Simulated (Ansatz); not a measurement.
**CH₅BSe: taking an electron away**

The task here is to estimate one member of a computed series from the others.

Method: unrestricted cation, the program's frozen cores in correlated methods; program: Ansatz 0.2.0, Gaussian basis.

Levels to be run: UKS PBE-D4/def2-TZVPP; UKS r2SCAN-D4/def2-TZVPP; UKS PBE0-D4/def2-TZVPP; UKS B3LYP-D4/def2-TZVPP; UKS wB97X-V/def2-TZVPP; UKS wB97M-V/def2-TZVPP; UKS B2PLYP/def2-TZVPP; UHF-CCSD(T)/def2-TZVPP; UHF-CCSD(T)/def2-QZVPP; extrapolation to the limit; then −ε(HOMO) from the neutral's earlier runs with LDA (SPW92), PBE-D4, revPBE-D4, BLYP-D4, r2SCAN-D4, B97M-V, PBE0-D4, B3LYP-D4, r2SCANh-D4, r2SCAN0-D4, HSE06-D4, BHLYP-D4, CAM-B3LYP-D4, LC-ωPBE, ωB97X-V, ωB97M-V.

## The relaxed structure

An earlier PBE0-D4 in a triple-zeta def2 set relaxation fixed the geometry.

SMILES `B[Se]C`, 8 atoms, charge 0, spin multiplicity 1.

Atoms are counted from 1 here; the program's logs count them from 0.

Bond lengths: B1–Se2 1.884 Å, B1–H4 1.193 Å, B1–H5 1.192 Å, Se2–C3 1.951 Å, C3–H6 1.087 Å, C3–H7 1.088 Å, C3–H8 1.088 Å. Angles: Se2–B1–H4 120.5°, Se2–B1–H5 116.2°, H4–B1–H5 123.2°, B1–Se2–C3 102.6°, Se2–C3–H6 108.9°, Se2–C3–H7 108.8°, Se2–C3–H8 108.8°, H6–C3–H7 110.3°, H6–C3–H8 110.3°, H7–C3–H8 109.7°.

Geometry (Å):

```xyz
8
charge 0, multiplicity 1
B    -1.14042    0.53965   -1.08584
Se   -0.31212   -1.06610   -0.55102
C     0.91960   -0.46701    0.83795
H    -0.84247    1.57458   -0.57322
H    -1.95840    0.44912   -1.94756
H     0.82633    0.61068    0.94951
H     1.93381   -0.73060    0.54373
H     0.66588   -0.96742    1.77064
```

The first run:

Contents of in.yaml:

```yaml
crystal:
  periodic: [false, false, false]
  atoms:
    - {symbol: B, position_ang: [-1.140421, 0.539646, -1.085836]}
    - {symbol: Se, position_ang: [-0.312125, -1.066096, -0.551015]}
    - {symbol: C, position_ang: [0.919597, -0.467013, 0.837947]}
    - {symbol: H, position_ang: [-0.842474, 1.574581, -0.573216]}
    - {symbol: H, position_ang: [-1.958395, 0.449120, -1.947559]}
    - {symbol: H, position_ang: [0.826328, 0.610684, 0.949508]}
    - {symbol: H, position_ang: [1.933812, -0.730605, 0.543727]}
    - {symbol: H, position_ang: [0.665877, -0.967419, 1.770643]}
basis:
  gaussian: {orbitals: def2-TZVPP}
total_charge: 1
magnetization: {spin_polarized: true, initial_magnetization: 1}
hamiltonian: {xc: pbe, dispersion: d4}
```

The run is started by

```
$ ansatz run in.yaml --threads 2 --pin off --events-out ev --progress --plain --max-ram 32768MiB --backend cpu
```

Steps of the session up to this table: Cation, UKS PBE-D4/def2-TZVPP; Cation, UKS r2SCAN-D4/def2-TZVPP; Cation, UKS PBE0-D4/def2-TZVPP; Cation, UKS B3LYP-D4/def2-TZVPP; Cation, UKS wB97X-V/def2-TZVPP; Cation, UKS wB97M-V/def2-TZVPP; Cation, UKS B2PLYP (frozen core)/def2-TZVPP; Cation, UHF-CCSD(T)/def2-TZVPP; Cation, UHF-CCSD(T)/def2-QZVPP.

One of the session's tables, all rows but one given; the rest of the session is left out.

For comparison, −ε(HOMO) of the neutral from earlier runs:

| functional | −ε(HOMO) (eV) |
| --- | --- |
| LDA (SPW92) | 6.56 |
| PBE-D4 | ? |
| revPBE-D4 | 6.34 |
| BLYP-D4 | 6.21 |
| r2SCAN-D4 | 6.60 |
| B97M-V | 6.63 |
| PBE0-D4 | 7.42 |
| B3LYP-D4 | 7.19 |
| r2SCANh-D4 | 6.99 |
| r2SCAN0-D4 | 7.57 |
| HSE06-D4 | 7.03 |
| BHLYP-D4 | 8.29 |
| CAM-B3LYP-D4 | 8.66 |
| LC-ωPBE | 9.98 |
| ωB97X-V | 9.65 |
| ωB97M-V | 9.55 |

Q: Estimate the row for PBE-D4 from the others.

As computed: −ε(HOMO) (eV): 6.40. In the column «−ε(HOMO) (eV)» it lies between revPBE-D4 (6.34) and LDA (SPW92) (6.56).
